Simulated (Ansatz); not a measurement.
**CH4AlBrOS: one species, many methods**

One table from this session's results is given with a row withheld; the runs are named, their logs left out.

Method: functionals in def2-TZVPP, the program's frozen cores in correlated methods; program: Ansatz 0.2.0, Gaussian basis.

The runs, in order: LDA (SPW92), PBE-D4, revPBE-D4, BLYP-D4, r2SCAN-D4, B97M-V, PBE0-D4, B3LYP-D4, r2SCANh-D4, r2SCAN0-D4, HSE06-D4, BHLYP-D4, CAM-B3LYP-D4, LC-ωPBE, ωB97X-V, ωB97M-V, B2PLYP, PBE-QIDH; CCSD(T)/def2-SVP; CCSD(T)/def2-TZVPP; MP2/def2-QZVPP; extrapolation to the limit; RPA on PBE.

**The geometry**

An earlier PBE0-D4 in a triple-zeta def2 set relaxation fixed the geometry.

SMILES `O[CH2][Al]([SH])[Br]`, 9 atoms, charge 0, spin multiplicity 1.

Atoms are counted from 1 here; the program's logs count them from 0.

Bond lengths: O1–C2 1.417 Å, O1–H6 0.961 Å, C2–Al3 1.966 Å, C2–H7 1.102 Å, C2–H8 1.102 Å, Al3–S4 2.178 Å, Al3–Br5 2.245 Å, S4–H9 1.346 Å. Angles: C2–O1–H6 108.9°, O1–C2–Al3 110.2°, O1–C2–H7 112.0°, O1–C2–H8 112.1°, Al3–C2–H7 108.2°, Al3–C2–H8 108.2°, H7–C2–H8 105.9°, C2–Al3–S4 120.3°, C2–Al3–Br5 123.6°, S4–Al3–Br5 116.0°, Al3–S4–H9 92.7°.

As a file:

```xyz
9
CH4AlBrOS
O    -1.65749    0.63039    0.83183
C    -0.74730   -0.28886    0.25399
Al    0.91786    0.62799   -0.24667
S     2.55046   -0.48164   -1.16642
Br    1.27434    2.82161    0.07450
H    -2.46320    0.16381    1.06852
H    -0.49425   -1.10967    0.94418
H    -1.16054   -0.76883   -0.64763
H     1.86852   -1.64099   -1.12929
```

Set-up of the first run:

in.yaml reads:

```yaml
crystal:
  periodic: [false, false, false]
  atoms:
    - {symbol: O, position_ang: [-1.657485, 0.630387, 0.831828]}
    - {symbol: C, position_ang: [-0.747300, -0.288864, 0.253991]}
    - {symbol: Al, position_ang: [0.917856, 0.627990, -0.246672]}
    - {symbol: S, position_ang: [2.550463, -0.481645, -1.166419]}
    - {symbol: Br, position_ang: [1.274339, 2.821615, 0.074496]}
    - {symbol: H, position_ang: [-2.463205, 0.163808, 1.068520]}
    - {symbol: H, position_ang: [-0.494250, -1.109666, 0.944182]}
    - {symbol: H, position_ang: [-1.160538, -0.768832, -0.647635]}
    - {symbol: H, position_ang: [1.868521, -1.640994, -1.129292]}
basis:
  gaussian: {orbitals: def2-TZVPP}
hamiltonian: {xc: lda}
output: {orbitals: {seedname: orbitals}}
```

Started as:

```bash
ansatz run in.yaml --threads 4 --pin off --events-out ev --progress --plain --max-ram 10444MiB
```

Steps of the session up to this table: LDA; PBE-D4 (GGA); revPBE-D4 (GGA); BLYP-D4 (GGA); r2SCAN-D4 (meta-GGA); B97M-V (meta-GGA); PBE0-D4 (hybrid); B3LYP-D4 (hybrid); r2SCANh-D4 (hybrid); r2SCAN0-D4 (hybrid); HSE06-D4 (hybrid); BHLYP-D4 (hybrid); CAM-B3LYP-D4 (range-separated); LC-ωPBE (range-separated); ωB97X-V (range-separated); ωB97M-V (range-separated); B2PLYP (double hybrid); PBE-QIDH (double hybrid).

One of the session's tables, all rows but one given; the rest of the session is left out.

It belongs to the step «Orbital energies across the functionals». 

```
  functional  HOMO (eV)  gap (eV)
 LDA (SPW92)      -6.63      4.80
      PBE-D4      -6.49      4.91
   revPBE-D4          ?         ?
     BLYP-D4      -6.37      4.93
   r2SCAN-D4      -6.84      5.55
      B97M-V      -6.91      5.57
     PBE0-D4      -7.84      7.00
    B3LYP-D4      -7.57      6.56
  r2SCANh-D4      -7.35      6.31
  r2SCAN0-D4      -8.04      7.38
    HSE06-D4      -7.44      6.23
    BHLYP-D4      -8.90      8.89
CAM-B3LYP-D4      -9.15      9.29
     LC-ωPBE     -10.58     11.77
     ωB97X-V     -10.20     11.29
     ωB97M-V     -10.03     10.86
```

Q: Estimate the row for revPBE-D4 from the others.

**Answer.** HOMO (eV): -6.44; gap (eV): 4.97. In the column «HOMO (eV)» it lies between PBE-D4 (-6.49) and BLYP-D4 (-6.37).
